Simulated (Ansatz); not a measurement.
# CH₄AsN (SMILES C1N[AsH]1): single points off equilibrium

The task here is to estimate one member of a computed series from the others.

Program: Ansatz 0.2.0, Gaussian basis. Level of theory: single points in def2-TZVPP. These are calculated values, not measurements.

Cores are frozen in the correlated methods. Filled d shells of the heavier atoms are correlated.

### Where the work starts

SMILES `C1N[AsH]1`, 7 atoms, charge 0, spin multiplicity 1.

Atoms are counted from 1 here; the program's logs count them from 0.

Bond lengths: C1–N2 1.410 Å, C1–As3 1.868 Å, C1–H4 1.136 Å, C1–H5 1.042 Å, N2–As3 1.829 Å, N2–H6 0.995 Å, As3–H7 1.638 Å. Angles: N2–C1–As3 66.1°, N2–C1–H4 107.3°, N2–C1–H5 117.0°, As3–C1–H4 114.7°, As3–C1–H5 127.5°, H4–C1–H5 113.3°, C1–N2–As3 69.1°, C1–N2–H6 114.9°, As3–N2–H6 112.6°, C1–As3–N2 44.8°, C1–As3–H7 89.7°, N2–As3–H7 96.7°.

Coordinates:

| atom | x (Å) | y (Å) | z (Å) |
| --- | --- | --- | --- |
| C1 | -0.4660 | -0.0505 | -0.5360 |
| N2 | -0.4431 | 0.1622 | 0.8577 |
| As3 | 0.6367 | -1.2390 | 0.3921 |
| H4 | -1.4923 | -0.4607 | -0.7975 |
| H5 | -0.1731 | 0.7458 | -1.1411 |
| H6 | 0.0721 | 0.9614 | 1.1503 |
| H7 | 1.9416 | -0.3424 | -0.0270 |

The first run:

File run/in.yaml:

```yaml
crystal:
  periodic: [false, false, false]
  atoms:
    - {symbol: C, position_ang: [-0.466000, -0.050500, -0.536000]}
    - {symbol: N, position_ang: [-0.443100, 0.162200, 0.857700]}
    - {symbol: As, position_ang: [0.636700, -1.239000, 0.392100]}
    - {symbol: H, position_ang: [-1.492300, -0.460700, -0.797500]}
    - {symbol: H, position_ang: [-0.173100, 0.745800, -1.141100]}
    - {symbol: H, position_ang: [0.072100, 0.961400, 1.150300]}
    - {symbol: H, position_ang: [1.941600, -0.342400, -0.027000]}
basis:
  gaussian: {orbitals: def2-TZVPP}
correlation: {method: ccsd_t}
output: {forces: true}
```

No record of the launch command was kept for these runs.

Among the steps run: CCSD(T)/def2-TZVPP; PBE0-D4/def2-TZVPP; wB97M-V/def2-TZVPP; r2SCAN-D4/def2-TZVPP; PBE-D4/def2-TZVPP; revPBE-D4/def2-TZVPP; CAM-B3LYP-D4/def2-TZVPP.

One of the session's tables, all rows but one given; the rest of the session is left out.

| method | RMS force component (eV/Å) | angle to CCSD(T) forces (°) | dipole (D) |
| --- | --- | --- | --- |
| CCSD(T) | 1.442 | reference | 1.31 |
| PBE0-D4 | 1.312 | 7.3 | 1.27 |
| wB97M-V | 1.341 | 5.3 | 1.22 |
| r2SCAN-D4 | 1.355 | 4.4 | 1.29 |
| PBE-D4 | 1.408 | 8.6 | 1.20 |
| revPBE-D4 | 1.458 | 9.0 | 1.17 |
| CAM-B3LYP-D4 | ? | ? | ? |

Estimate the missing values for CAM-B3LYP-D4.

**Answer.** RMS force component (eV/Å): 1.325; angle to CCSD(T) forces (°): 7.8; dipole (D): 1.26. In the column «RMS force component (eV/Å)» it lies between PBE0-D4 (1.312) and wB97M-V (1.341).
